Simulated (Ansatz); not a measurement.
# BaOs3: the cost of one run

Computed with Ansatz 0.2.0 (DFT PBEsol, scalar-relativistic, plane waves, PAW, unless a step's input says otherwise).

### 1 Starting point

It takes space group Pm-3m (No. 221, cubic). Conventional cell: a = 4.113 Å, b = 4.113 Å, c = 4.113 Å, α = 90.00°, β = 90.00°, γ = 90.00°. Ba (site symmetry m-3m) is surrounded by 12 Os at 2.91 Å. Os (site symmetry 4/mmm) is surrounded by 4 Ba at 2.91 Å and 8 Os at 2.91 Å.

Structure file:

```
CELL_PARAMETERS angstrom
4.11253 0.00000 0.00000
0.00000 4.11253 0.00000
0.00000 0.00000 4.11253
ATOMIC_POSITIONS crystal
Ba 0.00000 0.00000 0.00000
Os 0.00000 0.50000 0.50000
Os 0.50000 0.50000 0.00000
Os 0.50000 0.00000 0.50000
```

This cell comes from an earlier session at PBEsol: 17.389 Å³/atom at 0.00 GPa, on a 8×8×8 mesh.

Volume factors to run: 0.980, 1.020, 0.960, 1.040.

### 2 Volume × 0.980

input.yaml reads:

```yaml
crystal:
  lattice:
    - [4.0849325274, 0.0, 0.0]
    - [0.0, 4.0849325274, 0.0]
    - [0.0, 0.0, 4.0849325274]
  atoms:
    - { symbol: Ba, position: [0.0, 0.0, 0.0] }
    - { symbol: Os, position: [0.0, 0.5, 0.5] }
    - { symbol: Os, position: [0.5, 0.5, 0.0] }
    - { symbol: Os, position: [0.5, 0.0, 0.5] }
basis:
  ecutwfc: 420
  ecutrho_ratio: 4
kpoints:
  mp_grid: { grid: [8, 8, 8] }
hamiltonian:
  xc: pbesol
scf:
  occupations: { method: gaussian, width: 0.05 }
output:
  forces: true
  stress: true
  eigenvalues: true
```

What time and memory should one allow on 4 threads of an Arm CPU, shared host?

About 2.3 s, with a peak of 0.41 GiB.
